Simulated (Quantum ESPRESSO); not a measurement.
# Mg3TiO4 under changes of volume

One of the cells (10.033 Å³/atom); the others are scaled copies at fixed shape and fractional positions:

```xyz
8
Lattice="4.3137 0.0000 0.0000 0.0000 4.3137 0.0000 0.0000 0.0000 4.3137" Properties=species:S:1:pos:R:3 pbc="T T T"
Ti    0.0000    0.0000    0.0000
Mg    2.1568    2.1568    0.0000
Mg    2.1568    0.0000    2.1568
Mg    0.0000    2.1568    2.1568
O     0.0000    2.1568    0.0000
O     0.0000    0.0000    2.1568
O     2.1568    2.1568    2.1568
O     2.1568    0.0000    0.0000
```

The cell comes from a database or a generator and needn't be the stable form of this composition.

* Program: Quantum ESPRESSO 7.5
* Functional: PBEsol
* Potentials or basis: GBRV 1.5 PBEsol
* Cutoff: 612 eV
* Density cutoff: 4898 eV
* k mesh: 6 × 6 × 6
* Occupations: fermi-dirac, width 0.05 eV
* Spin: no spin polarisation

| volume (Å³/atom) | energy over the lowest point (meV/atom) | pressure (GPa) |
| --- | --- | --- |
| 9.431 | 0.21 | 1.7 |
| 9.632 | 0.00 | -1.7 |
| 9.833 | 4.04 | -4.9 |
| 10.033 | 11.88 | -7.7 |
| 10.234 | 22.98 | -10.1 |
| 10.435 | ? | ? |
| 10.635 | 53.09 | -14.2 |

Task: What does the run at 10.435 Å³/atom give?

Result: Energy over the lowest point 36.81 meV/atom; pressure -12.2 GPa.

Worked out: A Birch-Murnaghan fit of order 3 (a polynomial in V^(-2/3)) to the other rows has its minimum at 9.54 Å³/atom with B0 = V·E''(V) = 175 GPa and B' = 5.8. It gives 36.87 meV/atom at 10.435 Å³/atom, against the run's 36.81, and -dE/dV = -12.1 GPa, against -12.2.

Energies are extrapolated to zero smearing.
